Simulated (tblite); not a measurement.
# FGeH2O4P: the cost of one run

Computed with tblite 0.8.0 and PySCF 2.14.0; each step states its level. No surroundings beyond the atoms listed, unless a continuum is named. Atoms count from 0, parts from 1.

## Step 1: Starting point

9 atoms, charge 0, multiplicity 1; geometry: distance geometry start.

## Step 2: Relaxing the cluster with GFN1-xTB

What the job is given:

```
{"job": {"kind": "relax", "xc": "GFN1-xTB", "basis": "xTB"}, "charge": 0, "multiplicity": 1}
Ge     1.685031    -0.152923     1.286600
F      3.053093    -1.273047     1.129297
O      1.010828     0.004468    -0.369536
P     -0.660107     0.113203    -0.438815
O     -1.000820    -0.367341    -1.846759
O     -1.477923    -0.688454     0.744184
O     -1.080426     1.760429    -0.382711
H     -1.331283    -1.647697     0.767863
H     -0.226613     2.262481    -0.207112
```

With the program's defaults for keys left out, this is: GFN1-xTB geometry optimisation, gas phase.

The run is started by

```sh
$ OMP_NUM_THREADS=1 python cluster_run.py task.json out
```

One launch serves the whole session: the jobs run in the order shown.

Q: Estimate the wall time of this first job on 1 thread of Intel Xeon Platinum 8175M at 2.50GHz, shared host.

About 7.9 s.
